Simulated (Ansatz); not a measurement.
# C₂H₁₀AsBO: small, medium and large basis sets

One table from this session's results is given with a row withheld; the runs are named, their logs left out.

Method: one geometry, several basis sets; program: Ansatz 0.2.0, Gaussian basis.

Levels to be run: PBE0-D4/def2-SVP; ωB97M-V/def2-SVP; PBE0-D4/def2-QZVPP; ωB97M-V/def2-QZVPP; the functionals' def2-TZVPP values are taken from earlier runs.

**The geometry**

An earlier PBE0-D4 in a triple-zeta def2 set relaxation fixed the geometry.

15 atoms, charge 0, spin multiplicity 1.

Atoms are counted from 1 here; the program's logs count them from 0.

Bond lengths: C1–B2 1.574 Å, C1–H6 1.097 Å, C1–H7 1.093 Å, C1–H8 1.094 Å, B2–C3 1.569 Å, B2–O4 1.367 Å, C3–H9 1.091 Å, C3–H10 1.094 Å, C3–H11 1.097 Å, O4–H12 0.961 Å, As5–H13 1.523 Å, As5–H14 1.519 Å, As5–H15 1.520 Å. Angles: B2–C1–H6 108.4°, B2–C1–H7 112.0°, B2–C1–H8 114.5°, H6–C1–H7 106.0°, H6–C1–H8 107.2°, H7–C1–H8 108.2°, C1–B2–C3 122.2°, C1–B2–O4 121.0°, C3–B2–O4 116.8°, B2–C3–H9 113.1°, B2–C3–H10 111.6°, B2–C3–H11 109.3°, H9–C3–H10 109.0°, H9–C3–H11 107.7°, H10–C3–H11 105.8°, B2–O4–H12 112.7°, H13–As5–H14 92.6°, H13–As5–H15 92.3° and more.

The first run:

Input file in.yaml:

```yaml
crystal:
  periodic: [false, false, false]
  atoms:
    - {symbol: C, position_ang: [-1.118776, -0.381780, 1.628655]}
    - {symbol: B, position_ang: [-0.136870, -0.846558, 0.489665]}
    - {symbol: C, position_ang: [1.421798, -0.809170, 0.663282]}
    - {symbol: O, position_ang: [-0.612753, -1.300152, -0.708331]}
    - {symbol: As, position_ang: [0.024790, 1.945253, -1.701721]}
    - {symbol: H, position_ang: [-1.109260, 0.714207, 1.668078]}
    - {symbol: H, position_ang: [-0.792076, -0.721699, 2.615221]}
    - {symbol: H, position_ang: [-2.158361, -0.692232, 1.486217]}
    - {symbol: H, position_ang: [1.960731, -0.974212, -0.271309]}
    - {symbol: H, position_ang: [1.755034, 0.134828, 1.104471]}
    - {symbol: H, position_ang: [1.727255, -1.592281, 1.367844]}
    - {symbol: H, position_ang: [-1.572679, -1.321160, -0.742297]}
    - {symbol: H, position_ang: [0.340990, 3.192287, -2.516449]}
    - {symbol: H, position_ang: [1.189549, 1.175408, -2.299127]}
    - {symbol: H, position_ang: [-0.941270, 1.426363, -2.754597]}
basis:
  gaussian: {orbitals: def2-SVP}
hamiltonian: {xc: pbe0, dispersion: d4}
output: {orbitals: {seedname: orbitals}}
```

Command:

```sh
$ ansatz run in.yaml --threads 4 --pin off --events-out ev --progress --plain --max-ram 11315MiB
```

Among the steps run: PBE0-D4 in def2-SVP; ωB97M-V in def2-SVP; PBE0-D4 in def2-QZVPP; ωB97M-V in def2-QZVPP.

One table of the session follows, with a row left open; its other results are not shown here.

It belongs to the step «Density functionals: the series». 

| functional | basis | HOMO (eV) | LUMO (eV) |
| --- | --- | --- | --- |
| PBE0-D4 | def2-SVP | -7.63 | 0.61 |
| PBE0-D4 | def2-TZVPP | -7.71 | 0.43 |
| PBE0-D4 | def2-QZVPP | -7.75 | 0.14 |
| ωB97M-V | def2-SVP | -9.81 | 2.57 |
| ωB97M-V | def2-TZVPP | ? | ? |
| ωB97M-V | def2-QZVPP | -9.94 | 1.27 |

**Question.** Estimate the row for ωB97M-V, def2-TZVPP.

The run gave: HOMO (eV): -9.91; LUMO (eV): 1.87. In the column «HOMO (eV)» it lies between ωB97M-V, def2-QZVPP (-9.94) and ωB97M-V, def2-SVP (-9.81).
